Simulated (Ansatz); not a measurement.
# CH₃Ge (doublet): wave-function methods side by side at a displaced geometry (v2), cc-pVDZ

An exercise on one series of results from a longer session: the logs are not shown, and one member is left open.

Program: Ansatz 0.2.0, Gaussian basis. Level of theory: cc-pVDZ, core rule «outside noble gas», up to 15 orbitals frozen. These are calculated values, not measurements.

The runs, in order: UHF; CCSD(T) on ROHF; CCSD(T) on UHF; BCCD(T) on ROHF; CISD; CCSDT(Q) on ROHF; CCSDT(Q) on UHF.

18 further runs of the same task are left out: 5 that didn't finish, 13 set aside as unsound or not needed.

## What is computed

The geometry is a PBE0/def2-TZVP stationary point (not a proven minimum) with its atoms shifted at random (size 0.100 Å). No spin-orbit coupling is included. The filled d shell of Ge may be among the frozen orbitals whatever the setting's name suggests; the logs give the count.

5 atoms, charge 0, spin multiplicity 2.

Atoms are counted from 1 here; the program's logs count them from 0.

Bond lengths: Ge1–C2 1.746 Å, Ge1–H3 1.512 Å, Ge1–H4 1.600 Å, C2–H5 1.127 Å. Angles: C2–Ge1–H3 122.8°, C2–Ge1–H4 119.8°, H3–Ge1–H4 116.6°, Ge1–C2–H5 157.7°.

Geometry (Å):

```xyz
5

Ge    0.0249    0.0104    0.2513
C    -0.1400   -0.0831   -1.4846
H    -0.0634    1.3134    1.0135
H     0.0198   -1.3312    1.1230
H    -0.0833    0.2588   -2.5569
```

Set-up of the first run:

in.yaml reads:

```yaml
crystal:
  periodic: [false, false, false]
  atoms:
    - {symbol: Ge, position_ang: [0.024904, 0.010400, 0.251303]}
    - {symbol: C, position_ang: [-0.139970, -0.083122, -1.484590]}
    - {symbol: H, position_ang: [-0.063350, 1.313404, 1.013477]}
    - {symbol: H, position_ang: [0.019759, -1.331178, 1.123024]}
    - {symbol: H, position_ang: [-0.083300, 0.258755, -2.556856]}
basis:
  gaussian: {orbitals: cc-pVDZ}
magnetization: {spin_polarized: true, initial_magnetization: 1}
hamiltonian: {xc: hf}
output: {orbitals: {seedname: orbitals}}
```

On the command line:

```
> ansatz run in.yaml --threads 1 --pin off --events-out ev --progress --plain --max-ram 2393MiB
```

Among the steps run: UHF; CCSD(T) on ROHF; CCSD(T) on UHF; BCCD(T) on ROHF; CISD; CCSDT(Q) on ROHF; CCSDT(Q) on UHF.

One table of the session follows, with a row left open; its other results are not shown here.

It belongs to the step «Misses and costs». 

```
   method  from RCCSDT(Q) (kJ/mol)
     ROHF                   +683.4
      UHF                   +632.4
     RMP2                   +125.9
     UMP2                   +156.7
    RCCSD                    +30.2
    UCCSD                    +31.0
 RCCSD(T)                        ?
 UCCSD(T)                     +9.1
  BCCD(T)                     +5.9
   RCCSDT                     +1.9
   UCCSDT                     +2.1
RCCSDT(Q)                        0
UCCSDT(Q)                     +0.1
```

Estimate the missing values for RCCSD(T).

The run gave: from RCCSDT(Q) (kJ/mol): +5.6. In the column «from RCCSDT(Q) (kJ/mol)» it lies between UCCSDT (+2.1) and BCCD(T) (+5.9).

Not comparable, so not listed: CISD (they don't share determinant, frozen orbitals or solution with the rows shown, or repeat one).

Caveats from the session: The determinant is far from a pure spin state, so its energy mixes those of several spin states (harmless only where they are near-degenerate, as at dissociation). Restricted and unrestricted rows rest on different reference determinants; where their highest levels disagree by more than a few hundredths of an eV, they describe different states and don't form one ladder.
